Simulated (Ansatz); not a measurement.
# C₂H₆SSi: a ladder of functionals and wavefunction methods

An exercise on one series of results from a longer session: the logs are not shown, and one member is left open.

Method: functionals in def2-TZVPP, the program's frozen cores in correlated methods; program: Ansatz 0.2.0, Gaussian basis.

Levels to be run: LDA (SPW92), PBE-D4, revPBE-D4, BLYP-D4, r2SCAN-D4, B97M-V, PBE0-D4, B3LYP-D4, r2SCANh-D4, r2SCAN0-D4, HSE06-D4, BHLYP-D4, CAM-B3LYP-D4, LC-ωPBE, ωB97X-V, ωB97M-V, B2PLYP, PBE-QIDH; CCSD(T)/def2-SVP; CCSD(T)/def2-TZVPP; MP2/def2-QZVPP; extrapolation to the limit; RPA on PBE.

## Structure used throughout

All runs share one geometry, relaxed beforehand with PBE0-D4 in a triple-zeta def2 set.

SMILES `[SiH3]CC=S`, 10 atoms, charge 0, spin multiplicity 1.

Atoms are counted from 1 here; the program's logs count them from 0.

Bond lengths: Si1–C2 1.901 Å, Si1–H5 1.482 Å, Si1–H6 1.486 Å, Si1–H7 1.486 Å, C2–C3 1.471 Å, C2–H8 1.095 Å, C2–H9 1.092 Å, C3–S4 1.614 Å, C3–H10 1.094 Å. Angles: C2–Si1–H5 109.2°, C2–Si1–H6 108.7°, C2–Si1–H7 109.5°, H5–Si1–H6 110.3°, H5–Si1–H7 109.7°, H6–Si1–H7 109.3°, Si1–C2–C3 109.3°, Si1–C2–H8 106.6°, Si1–C2–H9 107.4°, C3–C2–H8 111.4°, C3–C2–H9 111.6°, H8–C2–H9 110.3°, C2–C3–S4 126.3°, C2–C3–H10 114.7°, S4–C3–H10 119.0°.

Set-up of the first run:

File in.yaml:

```yaml
crystal:
  periodic: [false, false, false]
  atoms:
    - {symbol: Si, position_ang: [-1.098619, 0.711047, -0.139140]}
    - {symbol: C, position_ang: [0.234955, -0.392293, 0.647946]}
    - {symbol: C, position_ang: [1.253326, -0.718890, -0.362295]}
    - {symbol: S, position_ang: [2.658272, 0.044283, -0.582944]}
    - {symbol: H, position_ang: [-0.492042, 2.005634, -0.530971]}
    - {symbol: H, position_ang: [-2.183453, 0.929248, 0.852610]}
    - {symbol: H, position_ang: [-1.657452, 0.035258, -1.338319]}
    - {symbol: H, position_ang: [-0.275283, -1.292140, 1.007752]}
    - {symbol: H, position_ang: [0.662672, 0.161153, 1.486661]}
    - {symbol: H, position_ang: [0.980724, -1.534601, -1.038299]}
basis:
  gaussian: {orbitals: def2-TZVPP}
hamiltonian: {xc: lda}
output: {orbitals: {seedname: orbitals}}
```

On the command line:

```console
$ ansatz run in.yaml --threads 2 --pin off --events-out ev --progress --plain --max-ram 4352MiB
```

Among the steps run: LDA; PBE-D4 (GGA); revPBE-D4 (GGA); BLYP-D4 (GGA); r2SCAN-D4 (meta-GGA); B97M-V (meta-GGA); B3LYP-D4 (hybrid); r2SCANh-D4 (hybrid); r2SCAN0-D4 (hybrid); HSE06-D4 (hybrid); BHLYP-D4 (hybrid); CAM-B3LYP-D4 (range-separated); LC-ωPBE (range-separated); ωB97X-V (range-separated); ωB97M-V (range-separated); B2PLYP (double hybrid); PBE-QIDH (double hybrid).

One table of the session follows, with a row left open; its other results are not shown here.

| functional | HOMO (eV) | LUMO (eV) | gap (eV) |
| --- | --- | --- | --- |
| LDA (SPW92) | -5.34 | -3.22 | 2.11 |
| PBE-D4 | -5.22 | -3.03 | 2.19 |
| revPBE-D4 | -5.17 | -2.96 | 2.21 |
| BLYP-D4 | ? | ? | ? |
| r2SCAN-D4 | -5.44 | -2.91 | 2.52 |
| B97M-V | -5.55 | -2.88 | 2.67 |
| PBE0-D4 | -6.44 | -2.12 | 4.32 |
| B3LYP-D4 | -6.20 | -2.31 | 3.89 |
| r2SCANh-D4 | -5.89 | -2.57 | 3.32 |
| r2SCAN0-D4 | -6.58 | -2.06 | 4.52 |
| HSE06-D4 | -6.04 | -2.50 | 3.54 |
| BHLYP-D4 | -7.53 | -1.05 | 6.48 |
| CAM-B3LYP-D4 | -7.78 | -0.98 | 6.80 |
| LC-ωPBE | -9.19 | 0.09 | 9.28 |
| ωB97X-V | -8.82 | 0.05 | 8.88 |
| ωB97M-V | -8.66 | -0.01 | 8.66 |

Q: Estimate the row for BLYP-D4 from the others.

Worked estimate for «HOMO (eV)». Against the share of exact exchange, B3LYP-D4 (0.2, -6.20), BHLYP-D4 (0.5, -7.53) give a slope of -4.43 per unit share; at 0 the line stands at -5.31.

The run gave: HOMO (eV): -5.07; LUMO (eV): -2.87; gap (eV): 2.20. In «HOMO (eV)» the line misses by -0.24.
